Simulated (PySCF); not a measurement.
# ClH6NSi2: the cost of one run

The runs use PySCF 2.14.0, with density-fitted response routines of our own; the level of theory stands in each step. All values are computed, except where a source is named. Atoms count from 0, in the outputs and in this text.

**1. The starting structure**

10 atoms, charge 0, multiplicity 1; geometry from: PBE0-D3(BJ)/def2-SVP.

Bonds of the start (Å): N0–Si1 1.73, Si1–Si2 2.34, Si2–Cl3 2.09, N0–H4 1.01, N0–H5 1.02, Si1–H6 1.50, Si1–H7 1.50, Si2–H8 1.49, Si2–H9 1.49.

**2. X-ray photoelectron lines: SCAN, X2C**

What the job is given:

```
{"job": {"kind": "xps"}, "charge": 0, "multiplicity": 1}
N     -1.449843    -0.534868     0.729938
Si    -0.725601     0.372552    -0.552237
Si     1.564066    -0.058098    -0.304779
Cl     1.890682     0.071137     1.760080
H     -2.457119    -0.576644     0.837238
H     -0.983454    -0.528467     1.631890
H     -1.237139    -0.113067    -1.871150
H     -0.920035     1.863771    -0.535605
H      1.963508    -1.428797    -0.740016
H      2.455253     0.935655    -0.972876
```

Level: delta-SCF UKS SCAN, pcX-2 on the ionised atom, pcseg-1 elsewhere, spin-free X2C.

On the command line:

```console
$ OMP_NUM_THREADS=1 python probes_run.py task.json out
```

This one command runs all jobs of the session in turn.

**Question.** How long does this first job take on 1 thread of Arm Neoverse V1, shared host, and how much memory does it need?

About 25 s, with a peak of 0.49 GiB.
